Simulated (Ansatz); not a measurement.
# Cl3HOSi: the cost of one run

All numbers below are computed with Ansatz 0.2.0 (RKS PBE-D4/STO-3G).

## Step 1: Starting point

Bond lengths: O1–Si2 1.616 Å, Si2–Cl3 1.996 Å, Si2–Cl4 1.981 Å, Si2–Cl5 2.029 Å, O1–H6 0.933 Å. Angles: O1–Si2–Cl3 106.2°, O1–Si2–Cl4 110.9°, O1–Si2–Cl5 112.0°, Cl3–Si2–Cl4 107.7°, Cl3–Si2–Cl5 110.6°, Cl4–Si2–Cl5 109.4°, Si2–O1–H6 119.1°.

As a file:

```xyz
6

O    -0.7544    0.4070    1.0219
Si    0.1760    0.0813   -0.2584
Cl    1.7440   -0.9397    0.4376
Cl   -0.7782   -1.0840   -1.5455
Cl    0.7859    1.7703   -1.2024
H    -1.1313   -0.2990    1.5007
```

## Step 2: End point A

Input file input.yaml:

```yaml
crystal:
  periodic: [false, false, false]
  atoms:
    - { symbol: O, position_ang: [-0.7544, 0.407, 1.0219] }
    - { symbol: Si, position_ang: [0.176, 0.0813, -0.2584] }
    - { symbol: Cl, position_ang: [1.744, -0.9397, 0.4376] }
    - { symbol: Cl, position_ang: [-0.7782, -1.084, -1.5455] }
    - { symbol: Cl, position_ang: [0.7859, 1.7703, -1.2024] }
    - { symbol: H, position_ang: [-1.1313, -0.299, 1.5007] }
basis:
  gaussian: { orbitals: STO-3G }
hamiltonian:
  xc: pbe
  dispersion: d4
relax:
  f_tol: 0.015
  max_steps: 40
```

Command:

```bash
$ ansatz run input.yaml --threads 1 --pin off --max-ram 2048MiB --backend cpu --events-out ev --progress --plain --runs-dir out
```

**Question.** How long does this run take on 1 thread of Arm Neoverse V2, shared host, and how much memory does it need?

About 13 s, with a peak of 0.12 GiB.
